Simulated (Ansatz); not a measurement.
**FH7OSi3: geometry and vibrations**

Aim: relax FH7OSi3 from a cheap starting geometry, then compute its harmonic vibrations to see whether it is a minimum and to get the zero-point energy and entropy.

Computed with Ansatz 0.2.0, Gaussian basis. Level: RKS PBE0-D4/def2-TZVP.

Levels to be run: relaxation at PBE-D4/def2-SVP; relaxation at PBE0-D4/def2-TZVP; harmonic vibrations at the same level.

1 further run of the same task is left out (set aside as unsound or not needed).

## (1) Where the work starts

SMILES `F[SiH]([SiH3])O[SiH3]`, 12 atoms, charge 0, spin multiplicity 1.

Atoms are counted from 1 here; the program's logs count them from 0.

Bond lengths: F1–Si2 1.625 Å, Si2–Si3 2.321 Å, Si2–O4 1.700 Å, Si2–H6 1.491 Å, Si3–H7 1.514 Å, Si3–H8 1.445 Å, Si3–H9 1.496 Å, O4–Si5 1.597 Å, Si5–H10 1.523 Å, Si5–H11 1.455 Å, Si5–H12 1.459 Å. Angles: F1–Si2–Si3 110.4°, F1–Si2–O4 106.4°, F1–Si2–H6 110.7°, Si3–Si2–O4 110.5°, Si3–Si2–H6 108.6°, O4–Si2–H6 110.2°, Si2–Si3–H7 110.6°, Si2–Si3–H8 114.5°, Si2–Si3–H9 109.7°, H7–Si3–H8 108.6°, H7–Si3–H9 103.7°, H8–Si3–H9 109.2°, Si2–O4–Si5 139.4°, O4–Si5–H10 108.4°, O4–Si5–H11 107.6°, O4–Si5–H12 112.8°, H10–Si5–H11 108.3°, H10–Si5–H12 108.7° and more.

The start is a force-field geometry with small random shifts, so a cheaper pass at PBE-D4/def2-SVP comes first.

## (2) Relaxation at PBE-D4/def2-SVP (cheap first pass)

in.yaml

```yaml
crystal:
  periodic: [false, false, false]
  atoms:
    - {symbol: F, position_ang: [-1.627800, -1.501200, -0.665700]}
    - {symbol: Si, position_ang: [-1.275900, -0.047100, -0.032100]}
    - {symbol: Si, position_ang: [-0.292700, 1.316500, -1.632800]}
    - {symbol: O, position_ang: [-0.197600, -0.330500, 1.251600]}
    - {symbol: Si, position_ang: [1.168100, -1.106500, 1.539400]}
    - {symbol: H, position_ang: [-2.510300, 0.622000, 0.471000]}
    - {symbol: H, position_ang: [0.154300, 2.625200, -1.015500]}
    - {symbol: H, position_ang: [-1.134500, 1.606500, -2.770300]}
    - {symbol: H, position_ang: [0.982300, 0.696200, -2.108500]}
    - {symbol: H, position_ang: [1.541800, -0.895700, 3.000600]}
    - {symbol: H, position_ang: [2.199900, -0.501200, 0.711400]}
    - {symbol: H, position_ang: [1.069300, -2.539500, 1.284900]}
basis:
  gaussian: {orbitals: def2-SVP}
hamiltonian: {xc: pbe, dispersion: d4}
relax: {f_tol: 0.03, max_steps: 200}
```

The program printed (excerpt; [...] marks lines left out):

```text
Functional definition: PBE
  name "PBE"
  cite "Perdew, Burke & Ernzerhof, Phys. Rev. Lett. 77, 3865 (1996) doi:10.1103/PhysRevLett.77.3865"
  parent pbe
[...]
1285 factors; their error is unknown
[...]
mean field -28485.09816749 eV, -1046.8080497622 hartree, gradient 1.6e-5 eV, S^2 0.000000; 0 other end points of the search recorded, 0 dependent functions left out
[...]
reference -28485.09820924 eV, -1046.8080512965 hartree; 33, 33 occupied and 84, 84 virtual orbitals, 1285 factors
relax step   1: F+E_penalty+E_count = -28485.38774658 eV  Δ(F+E_penalty+E_count) = +0.000e0 eV  max|allowed force component| = 3.332e0 eV/Å  Δτ_max = 0.0000 Å  (27 SCF iters, accepted)
[...]
relax step   6: F+E_penalty+E_count = -28485.67932462 eV  Δ(F+E_penalty+E_count) = -5.778e-3 eV  max|allowed force component| = 3.503e-2 eV/Å  Δτ_max = 0.0268 Å  (29 SCF iters, accepted)
[...]
relax step   7: F+E_penalty+E_count = -28485.67962227 eV  Δ(F+E_penalty+E_count) = -2.977e-4 eV  max|allowed force component| = 1.009e-2 eV/Å  Δτ_max = 0.0090 Å  (30 SCF iters, accepted)
1285 factors; their error is unknown
[...]
mean field -28485.39284730 eV, -1046.8188790456 hartree, gradient 1.8e-5 eV, S^2 0.000000; 1 other end points of the search recorded, 0 dependent functions left out
[...]
reference -28485.39288930 eV, -1046.8188805891 hartree; 33, 33 occupied and 84, 84 virtual orbitals, 1285 factors
Total energy: -28485.67966427 eV, -1046.8294193748 hartree
Atom 0 at    -1.717426    -1.422233    -0.783385 Å, force    -0.010090    -0.001531    -0.009337 eV/Å
Atom 1 at    -1.302995    -0.022052    -0.031656 Å, force     0.006360    -0.008891     0.008833 eV/Å
Atom 2 at    -0.239548     1.336535    -1.632740 Å, force     0.006797     0.001837     0.001413 eV/Å
Atom 3 at    -0.265060    -0.372406     1.220800 Å, force    -0.000477    -0.002636    -0.001146 eV/Å
Atom 4 at     1.210335    -1.099086     1.572799 Å, force    -0.001242    -0.000417    -0.002038 eV/Å
Atom 5 at    -2.549291     0.553868     0.571880 Å, force     0.003458     0.002265     0.000410 eV/Å
Atom 6 at     0.170805     2.643018    -1.006747 Å, force     0.000631    -0.001965    -0.000072 eV/Å
Atom 7 at    -1.161906     1.616023    -2.788622 Å, force     0.001085     0.000248     0.002609 eV/Å
Atom 8 at     0.990669     0.635912    -2.144701 Å, force    -0.002291     0.000516    -0.000088 eV/Å
Atom 9 at     1.514275    -0.833792     3.017093 Å, force    -0.001049     0.003203    -0.003422 eV/Å
Atom 10 at     2.296134    -0.511084     0.710742 Å, force    -0.006999     0.001761    -0.001410 eV/Å
Atom 11 at     1.130908    -2.580001     1.328538 Å, force     0.003816     0.005611     0.004247 eV/Å
Dipole moment:     0.153164     0.147869     0.058910 e Å
```

Run time: 11 s. Hardware: 4 threads, shared host.

Relaxation path:

```
step  energy from step 1 (eV)  largest force component (eV/Å)
   1                   0.0000                          3.3320
   2                  -0.2150                          1.6270
   3                  -0.2777                          0.5078
   4                  -0.2815                          0.2958
   5                  -0.2858                          0.2325
   6                  -0.2916                          0.0350
   7                  -0.2919                          0.0101
```

Distances of close pairs at the start and the end, largest changes first:

```
   bond  before (Å)  after (Å)  change (Å)
 O4–Si5       1.597      1.682      +0.085
 Si3–H8       1.445      1.505      +0.060
Si5–H11       1.455      1.506      +0.051
Si5–H12       1.459      1.503      +0.044
 Si2–O4       1.700      1.664      -0.036
Si2–Si3       2.321      2.354      +0.032
Si5–H10       1.523      1.500      -0.023
 F1–Si2       1.625      1.642      +0.018
```

## (3) Geometry optimisation, PBE0-D4/def2-TZVP

in.yaml

```yaml
crystal:
  periodic: [false, false, false]
  atoms:
    - {symbol: F, position_ang: [-1.717426, -1.422233, -0.783385]}
    - {symbol: Si, position_ang: [-1.302995, -0.022052, -0.031656]}
    - {symbol: Si, position_ang: [-0.239548, 1.336535, -1.632740]}
    - {symbol: O, position_ang: [-0.265060, -0.372406, 1.220800]}
    - {symbol: Si, position_ang: [1.210335, -1.099086, 1.572799]}
    - {symbol: H, position_ang: [-2.549291, 0.553868, 0.571880]}
    - {symbol: H, position_ang: [0.170805, 2.643018, -1.006747]}
    - {symbol: H, position_ang: [-1.161906, 1.616023, -2.788622]}
    - {symbol: H, position_ang: [0.990669, 0.635912, -2.144701]}
    - {symbol: H, position_ang: [1.514275, -0.833792, 3.017093]}
    - {symbol: H, position_ang: [2.296134, -0.511084, 0.710742]}
    - {symbol: H, position_ang: [1.130908, -2.580001, 1.328538]}
basis:
  gaussian: {orbitals: def2-TZVP}
hamiltonian: {xc: pbe0, dispersion: d4}
relax: {f_tol: 0.005, max_steps: 150}
```

The program printed (excerpt; [...] marks lines left out):

```text
Functional definition: PBE0
  name "PBE0"
  cite "Adamo & Barone, J. Chem. Phys. 110, 6158 (1999) doi:10.1063/1.478522"
  cite "Perdew, Burke & Ernzerhof, Phys. Rev. Lett. 77, 3865 (1996) doi:10.1103/PhysRevLett.77.3865"
  parent pbe
[...]
1419 factors; their error is unknown
[...]
mean field -28502.57034927 eV, -1047.4501405995 hartree, gradient 1.2e-5 eV, S^2 0.000000; 0 other end points of the search recorded, 0 dependent functions left out
[...]
reference -28502.57038909 eV, -1047.4501420631 hartree; 33, 33 occupied and 182, 182 virtual orbitals, 1419 factors
relax step   1: F+E_penalty+E_count = -28502.81761540 eV  Δ(F+E_penalty+E_count) = +0.000e0 eV  max|allowed force component| = 1.038e0 eV/Å  Δτ_max = 0.0000 Å  (27 SCF iters, accepted)
[...]
Atom 2 at    -0.206363     1.313935    -1.595433 Å, force    -0.000973     0.004228    -0.001297 eV/Å
Atom 3 at    -0.304344    -0.562944     1.119747 Å, force     0.000418     0.000662     0.001701 eV/Å
Atom 4 at     1.192923    -1.070905     1.556502 Å, force     0.001594    -0.000694     0.001509 eV/Å
Atom 5 at    -2.498160     0.519371     0.569849 Å, force    -0.000368     0.001032    -0.000598 eV/Å
Atom 6 at     0.315761     2.511410    -0.882511 Å, force    -0.001440    -0.001988    -0.001564 eV/Å
Atom 7 at    -1.154327     1.757352    -2.652078 Å, force     0.002330     0.000161     0.001497 eV/Å
Atom 8 at     0.931864     0.595933    -2.228889 Å, force    -0.002268    -0.000715     0.001607 eV/Å
Atom 9 at     1.454749    -0.606302     2.939391 Å, force    -0.000803    -0.000434    -0.001629 eV/Å
Atom 10 at     2.206503    -0.494024     0.634116 Å, force    -0.001727    -0.000860     0.000135 eV/Å
Atom 11 at     1.256142    -2.551630     1.499201 Å, force    -0.000349     0.002218    -0.000502 eV/Å
Dipole moment:     0.167181     0.179652     0.081941 e Å
```

Wall time 79 s (4 threads, shared host); peak memory 0.64 GiB.

Step by step:

```
step  energy from step 1 (eV)  largest force component (eV/Å)
   1                   0.0000                          1.0380
   2                  -0.0711                          0.7729
   3                  -0.0949                          0.0672
   4                  -0.0955                          0.0754
   5                  -0.0978                          0.1091
   6                  -0.0988                          0.0520
   7                  -0.0994                          0.0162
   8                  -0.0998                          0.0065
   9                  -0.1001                          0.0414
  10                  -0.1003                          0.0290
  11                  -0.1004                          0.0387
  12                  -0.1005                          0.0386
  13                  -0.1006                          0.0454
  14                  -0.1006                          0.0310
  15                  -0.1006                          0.0188
  16                  -0.1007                          0.0013
  17                  -0.1007                          0.0114
  18                  -0.1007                          0.0114
  19                  -0.1007                          0.0047
```

The force was under the threshold of 0.005 eV/Å already at step 16, but the program went on to step 19.

Close pairs (by a distance rule), those that changed most:

```
   bond  before (Å)  after (Å)  change (Å)
 F1–Si2       1.642      1.601      -0.042
 O4–Si5       1.682      1.640      -0.042
 Si2–O4       1.664      1.623      -0.041
Si5–H12       1.503      1.483      -0.020
Si5–H11       1.506      1.487      -0.019
 Si3–H9       1.505      1.487      -0.018
 Si3–H8       1.505      1.487      -0.018
 Si2–H6       1.500      1.482      -0.018
```

Mulliken charges at the end point, from the run's report:

```
atom  value (e)
  F1      -0.31
 Si2       0.56
 Si3      -0.04
  O4      -0.35
 Si5       0.28
  H6      -0.04
  H7      -0.01
  H8       0.00
  H9       0.00
 H10      -0.02
 H11      -0.03
 H12      -0.02
```

## (4) Vibrations by finite differences

in.yaml

```yaml
crystal:
  periodic: [false, false, false]
  atoms:
    - {symbol: F, position_ang: [-1.813173, -1.380895, -0.859270]}
    - {symbol: Si, position_ang: [-1.304676, -0.086598, -0.066625]}
    - {symbol: Si, position_ang: [-0.206363, 1.313935, -1.595433]}
    - {symbol: O, position_ang: [-0.304344, -0.562944, 1.119747]}
    - {symbol: Si, position_ang: [1.192923, -1.070905, 1.556502]}
    - {symbol: H, position_ang: [-2.498160, 0.519371, 0.569849]}
    - {symbol: H, position_ang: [0.315761, 2.511410, -0.882511]}
    - {symbol: H, position_ang: [-1.154327, 1.757352, -2.652078]}
    - {symbol: H, position_ang: [0.931864, 0.595933, -2.228889]}
    - {symbol: H, position_ang: [1.454749, -0.606302, 2.939391]}
    - {symbol: H, position_ang: [2.206503, -0.494024, 0.634116]}
    - {symbol: H, position_ang: [1.256142, -2.551630, 1.499201]}
basis:
  gaussian: {orbitals: def2-TZVP}
hamiltonian: {xc: pbe0, dispersion: d4}
phonons: {temperatures: {t_min: 298.15, t_max: 900, t_step: 200}}
```

The program printed (excerpt; [...] marks lines left out):

```text
Functional definition: PBE0
  name "PBE0"
  cite "Adamo & Barone, J. Chem. Phys. 110, 6158 (1999) doi:10.1063/1.478522"
  cite "Perdew, Burke & Ernzerhof, Phys. Rev. Lett. 77, 3865 (1996) doi:10.1103/PhysRevLett.77.3865"
  parent pbe
[...]
1419 factors; their error is unknown
[...]
mean field -28502.66912685 eV, -1047.4537706085 hartree, gradient 1.1e-5 eV, S^2 0.000000; 0 other end points of the search recorded, 0 dependent functions left out
[...]
reference -28502.66916681 eV, -1047.4537720771 hartree; 33, 33 occupied and 182, 182 virtual orbitals, 1419 factors
[...]
1419 factors; their error is unknown
mean field -28502.66908225 eV, -1047.4537689696 hartree, gradient 1.7e-6 eV, S^2 0.000000; 0 other end points of the search recorded, 0 dependent functions left out
[...]
reference -28502.66912220 eV, -1047.4537704379 hartree; 33, 33 occupied and 182, 182 virtual orbitals, 1419 factors
[...]
Atom 5 at    -2.498160     0.519371     0.569849 Å, force    -0.000363     0.001024    -0.000602 eV/Å
Atom 6 at     0.315761     2.511410    -0.882511 Å, force    -0.001419    -0.001932    -0.001618 eV/Å
Atom 7 at    -1.154327     1.757352    -2.652078 Å, force     0.002332     0.000167     0.001504 eV/Å
Atom 8 at     0.931864     0.595933    -2.228889 Å, force    -0.002264    -0.000717     0.001640 eV/Å
Atom 9 at     1.454749    -0.606302     2.939391 Å, force    -0.000814    -0.000444    -0.001631 eV/Å
Atom 10 at     2.206503    -0.494024     0.634116 Å, force    -0.001745    -0.000864     0.000120 eV/Å
Atom 11 at     1.256142    -2.551630     1.499201 Å, force    -0.000340     0.002209    -0.000494 eV/Å
Dipole moment:     0.167178     0.179652     0.081939 e Å
Vibrations: 28.48 48.85 66.92 91.75 147.85 204.67 310.51 407.11 498.36 529.47 610.28 727.43 731.91 809.12 823.70 878.44 902.53 934.93 936.36 953.24 956.99 983.01 1133.97 2214.98 2222.24 2227.40 2230.33 2240.02 2243.84 2249.31 cm⁻¹, zero-point energy 1.819096 eV
```

Wall time 3.3 min (4 threads, shared host); peak memory 0.64 GiB.

Motions are named by where the mode's potential energy lies. The modes, unscaled (a negative number is an imaginary wavenumber):

```
mode  cm⁻¹                  motion
   1    28                 torsion
   2    49                 torsion
   3    67                    bend
   4    92                 torsion
   5   148                    bend
   6   205                    bend
   7   311       torsion with bend
   8   407           Si–Si stretch
   9   498                    bend
  10   529       bend with torsion
  11   610            Si–O stretch
  12   727                    bend
  13   732                    bend
  14   809                    bend
  15   824       torsion with bend
  16   878  bend with Si–F stretch
  17   903  bend with Si–F stretch
  18   935       bend with torsion
  19   936       bend with torsion
  20   953       bend with torsion
  21   957                    bend
  22   983                    bend
  23  1134            Si–O stretch
  24  2215            Si–H stretch
  25  2222            Si–H stretch
  26  2227            Si–H stretch
  27  2230            Si–H stretch
  28  2240            Si–H stretch
  29  2244            Si–H stretch
  30  2249            Si–H stretch
```

Ideal gas, rigid rotor and harmonic oscillator at 298.15 K and 1 bar, with symmetry number 1:

```
                term            value
   zero-point energy    41.9 kcal/mol
          H(298) − E    48.4 kcal/mol
entropy, translation  169.2 J/(mol K)
   entropy, rotation  119.5 J/(mol K)
  entropy, vibration  122.5 J/(mol K)
      entropy, total  411.2 J/(mol K)
```

## (5) Summary of results

| quantity | value |
| --- | --- |
| point group | C1 |
| steps | 7 + 19 |
| shift from the start (rms) | 0.206 Å |
| total energy | -28502.9183 eV |
| dispersion term | -249 meV |
| dipole moment | 1.24 D |
| lowest, highest wavenumber | 28, 2249 cm⁻¹ |
| zero-point energy | 41.9 kcal/mol |
| entropy at 298.15 K | 411.2 J/(mol K) |

The relaxed geometry lies 0.21 Å (rms) from the start; the bond that changed most is Si2–O4, from 1.700 to 1.623 Å. All wavenumbers are real, so the end point is a minimum. The stiffest mode, 2249 cm⁻¹, is an Si–H stretch, and 5 modes under 200 cm⁻¹ make the vibrational entropy uncertain. Harmonic hybrid wavenumbers usually lie a few per cent above measured fundamentals. The largest Mulliken charge, +0.56 e, sits on Si2.
